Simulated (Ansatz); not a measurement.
# ZnInO3: the cost of one run

Computed with Ansatz 0.2.0 (DFT PBE, scalar-relativistic, plane waves, PAW, unless a step's input says otherwise).

### 1 The system as given

The structure is hexagonal, space group P6/mmm (No. 191). The conventional cell has a = 4.112 Å, b = 4.112 Å, c = 9.500 Å, α = 90.00°, β = 90.00°, γ = 120.00°. Zn (site symmetry 6mm) is surrounded by 1 Zn at 2.26 Å and 6 O at 2.35 Å. In (site symmetry 6mm) has 1 In at 1.83 Å and 6 O at 2.25 Å as nearest neighbours. Around O (site symmetry mmm) lie 4 O at 2.06 Å and 4 In at 2.25 Å. O (site symmetry mmm) is surrounded by 4 O at 2.06 Å and 4 Zn at 2.35 Å.

Coordinates:

```
CELL_PARAMETERS angstrom
4.11236 0.00000 0.00000
-2.05618 3.56141 0.00000
0.00000 0.00000 9.49950
ATOMIC_POSITIONS crystal
Zn 0.00000 0.00000 0.88108
Zn 0.00000 0.00000 0.11892
In 0.00000 0.00000 0.59655
In 0.00000 0.00000 0.40345
O 0.50000 0.00000 0.50000
O 0.00000 0.50000 0.50000
O 0.50000 0.50000 0.50000
O 0.50000 0.00000 0.00000
O 0.00000 0.50000 0.00000
O 0.50000 0.50000 0.00000
```

Recipe of the guess: random cell by space group and Wyckoff sites (P6/mmm, No. 191). The dimensions are guesses.

### 2 A first look at the guess

input.yaml reads:

```yaml
crystal:
  lattice:
    - [4.11235702, 0.0, 0.0]
    - [-2.05617851, 3.56140565, 0.0]
    - [0.0, 0.0, 9.49950117]
  atoms:
    - { symbol: Zn, position: [0.0, 0.0, 0.8810827] }
    - { symbol: Zn, position: [0.0, 0.0, 0.1189173] }
    - { symbol: In, position: [0.0, 0.0, 0.5965469] }
    - { symbol: In, position: [0.0, 0.0, 0.4034531] }
    - { symbol: O, position: [0.5, 0.0, 0.5] }
    - { symbol: O, position: [0.0, 0.5, 0.5] }
    - { symbol: O, position: [0.5, 0.5, 0.5] }
    - { symbol: O, position: [0.5, 0.0, 0.0] }
    - { symbol: O, position: [0.0, 0.5, 0.0] }
    - { symbol: O, position: [0.5, 0.5, 0.0] }
basis:
  ecutwfc: 420
kpoints:
  mp_grid: { grid: [6, 6, 2] }
hamiltonian:
  xc: pbe
scf:
  occupations: { method: gaussian, width: 0.1 }
  lower_state_search: "off"
output:
  forces: true
  stress: true
  eigenvalues: true
```

Started as:

```console
$ ansatz run input.yaml --threads 1 --pin off --max-ram 2560MiB --backend cpu --events-out ev --progress --plain --runs-dir out
```

**Question.** How long does this run take on 1 thread of AMD EPYC 9R45 (Zen 5), shared host, and how much memory does it need?

About 2.2 s, with a peak of 0.5 GiB.
